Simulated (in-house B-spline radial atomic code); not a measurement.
**Xe⁵¹⁺: ionisation energy by several methods**

Aim: the ionisation energy of Xe⁵¹⁺ by several methods, each as the difference of two self-consistent energies (Xe⁵¹⁺ and the next ion, 1s2).

The numbers are computed with in-house B-spline radial atomic code version 1 (Dirac-Coulomb, several functionals; spherical all-electron atom at the radial basis limit), except any that are marked as measured or tabulated.

## (1) What is computed

| Item | Value |
| --- | --- |
| element | xenon (Z = 54) |
| charge | +51 |
| electrons | 3 |
| configuration | [He] 2s1 |
| nucleus | Fermi, rms radius 4.786 fm |

The outer shells:

[He] 2s1
```
[He] core
2s [↑ ]
```

The boxes only draw the filling; these runs are spin-restricted and spherical.

## (2) relativistic LDA

The run's settings:

```ini
Z = 54
electrons = 3.0
configuration = [He] 2s1
hamiltonian = dirac
method = lda_x_rel,vwn
spin_polarised = False
nucleus = fermi
rms_radius = 4.7859
mass_number = 132
atomic_mass = 131.90415508346
speed_of_light = 137.035999084
```

## (3) PBEsol

Settings: those of step 2 with these lines changed.

```diff
@@ -4,3 +4,3 @@
 hamiltonian = dirac
-method = lda_x_rel,vwn
+method = pbesol
 spin_polarised = False
```

## (4) RPBE

Settings: those of step 3 with these lines changed.

```diff
@@ -4,3 +4,3 @@
 hamiltonian = dirac
-method = pbesol
+method = rpbe,pbe
 spin_polarised = False
```

Q: The tabulated ionisation energy is 9810.37 ± 0.04 eV (tabulated theoretical; NIST Atomic Spectra Database). What does each method give, and which comes nearest?

As calculated:

| method | rung | total energy (hartree) | ΔSCF (eV) | −ε highest (eV) | ΔSCF less tabulated (eV) |
| --- | --- | --- | --- | --- | --- |
| relativistic LDA | LDA | -3351.8974 | 9783.86 | 9689.68 (2s1/2) | -26.51 |
| PBEsol | GGA | -3361.3048 | 9806.52 | 9710.57 (2s1/2) | -3.85 |
| RPBE | GGA | -3363.7889 | 9815.34 | 9715.31 (2s1/2) | +4.97 |

The tabulated ionisation energy is 9810.37 ± 0.04 eV (tabulated theoretical; NIST Atomic Spectra Database). PBEsol comes nearest (-3.85 eV) and relativistic LDA is farthest (-26.51 eV, 0.27 %). Open shells are averaged (over orientations, and over spins where the run is restricted), while tables refer to the lowest levels.

Members of this set that are not shown: 1 used exact exchange with fractional occupations of an open shell, which is unsound here.
